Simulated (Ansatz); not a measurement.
Born–Oppenheimer molecular dynamics of a periodic cell of 20 atoms, Rb$_{2}$Te$_{2}$Pt (start crystal Rb2Te2Pt, start structure Immm, volume 1.15 times the crystal's). It goes on from the last frame of an earlier run, with new velocities.

These are results of DFT PBEsol, scalar-relativistic, plane waves, PAW in Ansatz, not measurements. Settings: accuracy low, cutoff 420 eV, k mesh 2x2x2, fermi-dirac smearing 0.17 eV, no spin polarisation.

* ensemble: NVT, Langevin thermostat
* time step: 4.5 fs
* steps asked: 140
* set temperature: 1600 K
* friction: 0.02 /fs
* temperature schedule: 105 steps to 300 K, then 35 steps to 300 K
* seed: 716681

Frames 22.5 fs apart, positions in Å.

Velocities at 45.0 fs (Å/ps):

```
Rb 3.95 3.01 8.76
Rb 8.68 5.93 -0.72
Te 2.56 2.58 4.04
Te 0.46 -2.15 3.62
Pt -3.78 -0.90 -0.13
Rb -4.56 1.81 0.45
Rb -4.24 -0.13 -6.61
Te 3.62 0.85 1.31
Te -4.29 5.82 1.54
Pt -1.05 1.10 -2.31
Rb 2.07 1.69 3.67
Rb 3.99 -4.26 0.80
Te 3.79 -4.70 -1.10
Te -8.09 2.06 -3.14
Pt 1.74 -3.57 -2.78
Rb -0.96 -4.13 4.22
Rb -3.31 5.55 -4.01
Te 0.55 -1.34 2.08
Te 8.82 -0.13 3.54
Pt 1.47 3.68 -3.37
```

```xyz
20
Lattice="8.4266 0.0000 0.0000 0.0000 8.5955 0.0000 0.0000 0.0000 11.2650" Properties=species:S:1:pos:R:3 time_fs=45.0 energy_less_start_eV=-0.306 T=1901
Rb 0.261 3.995 2.268
Rb 2.862 -0.123 2.818
Te 1.908 1.851 0.178
Te -0.049 2.642 5.743
Pt 0.443 -0.384 0.372
Rb 4.306 4.032 2.167
Rb 7.283 0.123 3.717
Te 6.651 1.403 0.580
Te 4.785 2.262 5.240
Pt 4.528 0.231 -0.119
Rb 3.106 0.664 7.748
Rb 3.893 4.813 8.465
Te 4.257 5.774 5.502
Te 2.470 7.197 -0.708
Pt 2.356 3.876 5.353
Rb 7.039 0.437 8.552
Rb -0.529 4.539 9.456
Te 0.264 5.929 5.288
Te 6.583 6.538 0.542
Pt 6.593 4.281 5.574
20
Lattice="8.4266 0.0000 0.0000 0.0000 8.5955 0.0000 0.0000 0.0000 11.2650" Properties=species:S:1:pos:R:3 time_fs=67.5 energy_less_start_eV=-0.411 T=1629
Rb 0.292 4.069 2.437
Rb 3.029 -0.078 2.806
Te 1.946 1.902 0.217
Te -0.010 2.600 5.811
Pt 0.374 -0.350 0.378
Rb 4.212 4.083 2.216
Rb 7.186 0.039 3.664
Te 6.723 1.392 0.620
Te 4.668 2.403 5.225
Pt 4.528 0.249 -0.162
Rb 3.155 0.713 7.792
Rb 3.988 4.693 8.440
Te 4.369 5.608 5.491
Te 2.369 7.208 -0.724
Pt 2.427 3.782 5.293
Rb 6.983 0.305 8.659
Rb -0.598 4.658 9.414
Te 0.310 5.883 5.342
Te 6.753 6.575 0.609
Pt 6.629 4.324 5.528
20
Lattice="8.4266 0.0000 0.0000 0.0000 8.5955 0.0000 0.0000 0.0000 11.2650" Properties=species:S:1:pos:R:3 time_fs=90.0 energy_less_start_eV=0.038 T=1789
Rb 0.186 4.047 2.499
Rb 3.151 -0.167 2.809
Te 1.980 1.923 0.197
Te 0.017 2.546 5.918
Pt 0.315 -0.272 0.409
Rb 4.167 4.052 2.236
Rb 7.064 -0.115 3.622
Te 6.719 1.383 0.669
Te 4.535 2.499 5.209
Pt 4.525 0.261 -0.165
Rb 3.127 0.714 7.827
Rb 4.101 4.541 8.518
Te 4.478 5.512 5.405
Te 2.434 7.182 -0.611
Pt 2.441 3.693 5.280
Rb 6.889 0.148 8.795
Rb -0.636 4.801 9.333
Te 0.294 5.850 5.387
Te 6.850 6.614 0.595
Pt 6.662 4.349 5.538
20
Lattice="8.4266 0.0000 0.0000 0.0000 8.5955 0.0000 0.0000 0.0000 11.2650" Properties=species:S:1:pos:R:3 time_fs=112.5 energy_less_start_eV=0.314 T=1149
Rb 0.047 4.053 2.389
Rb 3.229 -0.192 2.727
Te 1.952 1.995 0.133
Te 0.010 2.468 5.995
Pt 0.295 -0.271 0.398
Rb 4.144 4.040 2.246
Rb 7.033 -0.257 3.531
Te 6.742 1.442 0.733
Te 4.521 2.479 5.218
Pt 4.536 0.232 -0.160
Rb 3.093 0.693 7.882
Rb 4.252 4.356 8.606
Te 4.538 5.480 5.308
Te 2.488 7.150 -0.419
Pt 2.433 3.676 5.287
Rb 6.803 0.115 8.886
Rb -0.641 4.901 9.209
Te 0.342 5.824 5.448
Te 6.913 6.640 0.627
Pt 6.735 4.324 5.572
20
Lattice="8.4266 0.0000 0.0000 0.0000 8.5955 0.0000 0.0000 0.0000 11.2650" Properties=species:S:1:pos:R:3 time_fs=135.0 energy_less_start_eV=0.113 T=1143
Rb 0.001 4.025 2.236
Rb 3.261 -0.201 2.593
Te 1.950 2.035 0.104
Te 0.068 2.434 6.076
Pt 0.276 -0.283 0.426
Rb 4.104 4.038 2.167
Rb 7.079 -0.272 3.419
Te 6.768 1.465 0.752
Te 4.586 2.425 5.262
Pt 4.524 0.188 -0.131
Rb 3.029 0.660 7.969
Rb 4.333 4.251 8.623
Te 4.493 5.576 5.238
Te 2.486 7.106 -0.302
Pt 2.385 3.705 5.241
Rb 6.703 0.153 8.967
Rb -0.599 4.890 9.159
Te 0.442 5.774 5.562
Te 6.853 6.698 0.651
Pt 6.775 4.293 5.557
20
Lattice="8.4266 0.0000 0.0000 0.0000 8.5955 0.0000 0.0000 0.0000 11.2650" Properties=species:S:1:pos:R:3 time_fs=157.5 energy_less_start_eV=-0.118 T=1158
Rb 0.001 3.987 2.227
Rb 3.254 -0.203 2.550
Te 1.919 1.968 0.050
Te 0.178 2.451 6.144
Pt 0.323 -0.245 0.422
Rb 4.061 4.026 2.008
Rb 7.184 -0.358 3.391
Te 6.788 1.490 0.746
Te 4.650 2.330 5.340
Pt 4.533 0.167 -0.115
Rb 2.887 0.635 8.013
Rb 4.370 4.234 8.604
Te 4.396 5.665 5.225
Te 2.464 7.009 -0.212
Pt 2.276 3.727 5.208
Rb 6.635 0.184 8.987
Rb -0.595 4.919 9.168
Te 0.582 5.713 5.651
Te 6.843 6.717 0.654
Pt 6.748 4.261 5.528
20
Lattice="8.4266 0.0000 0.0000 0.0000 8.5955 0.0000 0.0000 0.0000 11.2650" Properties=species:S:1:pos:R:3 time_fs=180.0 energy_less_start_eV=-0.152 T=1012
Rb 0.026 4.021 2.313
Rb 3.366 -0.237 2.595
Te 1.926 1.894 0.032
Te 0.282 2.521 6.125
Pt 0.382 -0.163 0.412
Rb 4.065 4.017 1.802
Rb 7.200 -0.445 3.421
Te 6.823 1.509 0.723
Te 4.706 2.327 5.359
Pt 4.539 0.129 -0.104
Rb 2.818 0.540 8.057
Rb 4.374 4.287 8.594
Te 4.291 5.707 5.258
Te 2.467 7.012 -0.168
Pt 2.239 3.792 5.198
Rb 6.687 0.122 9.002
Rb -0.628 4.986 9.145
Te 0.665 5.644 5.629
Te 6.780 6.712 0.648
Pt 6.690 4.185 5.537
20
Lattice="8.4266 0.0000 0.0000 0.0000 8.5955 0.0000 0.0000 0.0000 11.2650" Properties=species:S:1:pos:R:3 time_fs=202.5 energy_less_start_eV=0.048 T=1112
Rb -0.018 4.004 2.405
Rb 3.493 -0.235 2.712
Te 1.967 1.855 0.017
Te 0.295 2.587 6.024
Pt 0.434 -0.088 0.345
Rb 4.101 4.005 1.648
Rb 7.187 -0.481 3.461
Te 6.848 1.483 0.745
Te 4.646 2.329 5.316
Pt 4.547 0.130 -0.035
Rb 2.781 0.424 8.093
Rb 4.359 4.393 8.584
Te 4.261 5.742 5.268
Te 2.558 7.056 -0.168
Pt 2.240 3.816 5.171
Rb 6.769 0.103 8.981
Rb -0.631 5.029 9.179
Te 0.677 5.558 5.564
Te 6.724 6.703 0.601
Pt 6.643 4.134 5.553
20
Lattice="8.4266 0.0000 0.0000 0.0000 8.5955 0.0000 0.0000 0.0000 11.2650" Properties=species:S:1:pos:R:3 time_fs=225.0 energy_less_start_eV=-0.497 T=1203
Rb -0.132 3.922 2.455
Rb 3.512 -0.196 2.775
Te 2.052 1.847 -0.035
Te 0.292 2.538 5.965
Pt 0.453 -0.118 0.316
Rb 4.202 4.030 1.611
Rb 7.151 -0.514 3.595
Te 6.844 1.461 0.778
Te 4.554 2.401 5.255
Pt 4.575 0.185 0.033
Rb 2.798 0.401 8.082
Rb 4.372 4.537 8.660
Te 4.257 5.765 5.286
Te 2.602 7.130 -0.146
Pt 2.305 3.830 5.098
Rb 6.782 0.143 8.873
Rb -0.561 5.024 9.194
Te 0.654 5.572 5.494
Te 6.681 6.661 0.503
Pt 6.590 4.120 5.605
20
Lattice="8.4266 0.0000 0.0000 0.0000 8.5955 0.0000 0.0000 0.0000 11.2650" Properties=species:S:1:pos:R:3 time_fs=247.5 energy_less_start_eV=-0.749 T=1055
Rb -0.189 3.805 2.535
Rb 3.461 -0.154 2.771
Te 2.147 1.826 -0.060
Te 0.309 2.477 5.912
Pt 0.428 -0.165 0.290
Rb 4.305 4.008 1.634
Rb 7.076 -0.514 3.748
Te 6.843 1.455 0.789
Te 4.478 2.503 5.221
Pt 4.597 0.240 0.025
Rb 2.754 0.483 8.044
Rb 4.454 4.595 8.805
Te 4.325 5.768 5.273
Te 2.630 7.122 -0.147
Pt 2.401 3.778 5.018
Rb 6.814 0.195 8.697
Rb -0.444 5.026 9.215
Te 0.568 5.617 5.447
Te 6.708 6.657 0.423
Pt 6.571 4.158 5.615
20
Lattice="8.4266 0.0000 0.0000 0.0000 8.5955 0.0000 0.0000 0.0000 11.2650" Properties=species:S:1:pos:R:3 time_fs=270.0 energy_less_start_eV=-0.956 T=1278
Rb -0.225 3.761 2.650
Rb 3.342 -0.136 2.745
Te 2.236 1.768 -0.070
Te 0.329 2.470 5.895
Pt 0.414 -0.143 0.233
Rb 4.435 4.014 1.599
Rb 7.021 -0.568 3.886
Te 6.803 1.451 0.820
Te 4.499 2.528 5.278
Pt 4.634 0.293 -0.014
Rb 2.738 0.488 8.043
Rb 4.492 4.679 8.890
Te 4.412 5.766 5.258
Te 2.615 7.040 -0.199
Pt 2.513 3.823 5.026
Rb 6.849 0.232 8.588
Rb -0.298 4.953 9.269
Te 0.441 5.650 5.491
Te 6.760 6.699 0.377
Pt 6.554 4.126 5.596
```

Of the whole run (630 fs, mean temperature of the second half 481 K): The schedule's set-point averaged 410 K over the second half and the system 481 K, so it lags behind the ramp. A run of 0.63 ps of so small a system gives no equilibrium averages. Limits of this set-up: coarse k mesh, low accuracy level.

Run time: 35 min on 4 threads of Arm Neoverse V2, on a shared host, peak memory 3.7 GiB.
